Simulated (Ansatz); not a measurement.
# AlAsH₃ (doublet): from Hartree-Fock to the top rungs, cc-pVDZ

The task here is to estimate one member of a computed series from the others.

The runs use Ansatz 0.2.0, Gaussian basis; cc-pVDZ, core rule «outside noble gas», up to 19 orbitals frozen.

Plan: UHF; CCSD(T) on ROHF; CCSD(T) on UHF; BCCD(T) on ROHF; CISD; CCSDT(Q) on ROHF; CCSDT(Q) on UHF.

24 further runs of the same task are left out: 3 for a known fault of the program, 9 that didn't finish, 12 set aside as unsound or not needed.

### The geometry

The geometry is a PBE0/def2-TZVP stationary point (not a proven minimum). No spin-orbit coupling is included. The filled d shell of As may be among the frozen orbitals whatever the setting's name suggests; the logs give the count.

5 atoms, charge 0, spin multiplicity 2.

Atoms are counted from 1 here; the program's logs count them from 0.

Bond lengths: Al1–As2 2.440 Å, Al1–H3 1.587 Å, Al1–H4 1.587 Å, As2–H5 1.528 Å. Angles: As2–Al1–H3 121.9°, As2–Al1–H4 117.9°, H3–Al1–H4 120.2°, Al1–As2–H5 91.0°.

Set-up of the first run:

in.yaml

```yaml
crystal:
  periodic: [false, false, false]
  atoms:
    - {symbol: Al, position_ang: [0.000000, 0.020463, 1.750773]}
    - {symbol: As, position_ang: [0.000000, -0.027757, -0.688843]}
    - {symbol: H, position_ang: [0.000000, 1.383794, 2.563130]}
    - {symbol: H, position_ang: [0.000000, -1.367803, 2.519896]}
    - {symbol: H, position_ang: [0.000000, 1.499472, -0.746751]}
basis:
  gaussian: {orbitals: cc-pVDZ}
magnetization: {spin_polarized: true, initial_magnetization: 1}
hamiltonian: {xc: hf}
output: {orbitals: {seedname: orbitals}}
```

On the command line:

```console
> ansatz run in.yaml --threads 1 --pin off --events-out ev --progress --plain --max-ram 2393MiB
```

Among the steps run: UHF; CCSD(T) on ROHF; CCSD(T) on UHF; BCCD(T) on ROHF; CISD; CCSDT(Q) on ROHF; CCSDT(Q) on UHF.

One table of the session follows, with a row left open; its other results are not shown here.

| method | from UCCSDT(Q) (kcal/mol) |
| --- | --- |
| ROHF | +126.73 |
| UHF | +124.66 |
| RMP2 | +26.89 |
| UMP2 | +27.13 |
| CISD | ? |
| RCCSD | +3.73 |
| UCCSD | +3.63 |
| RCCSD(T) | +0.82 |
| UCCSD(T) | +0.77 |
| BCCD(T) | +0.81 |
| RCCSDT | +0.20 |
| UCCSDT | +0.15 |
| RCCSDT(Q) | +0.06 |
| UCCSDT(Q) | 0 |

**Question.** Estimate the row for CISD.

As computed: from UCCSDT(Q) (kcal/mol): +13.33. In the column «from UCCSDT(Q) (kcal/mol)» it lies between RCCSD (+3.73) and RMP2 (+26.89).

With the free atoms at the same levels and basis (separate runs), the atomisation energy is 9.838 eV at UCCSDT(Q), 9.837 eV at RCCSD(T), 9.821 eV at UCCSD(T), 7.682 eV at ROHF.

To keep in mind: Restricted and unrestricted rows rest on different reference determinants; where their highest levels disagree by more than a few hundredths of an eV, they describe different states and don't form one ladder.
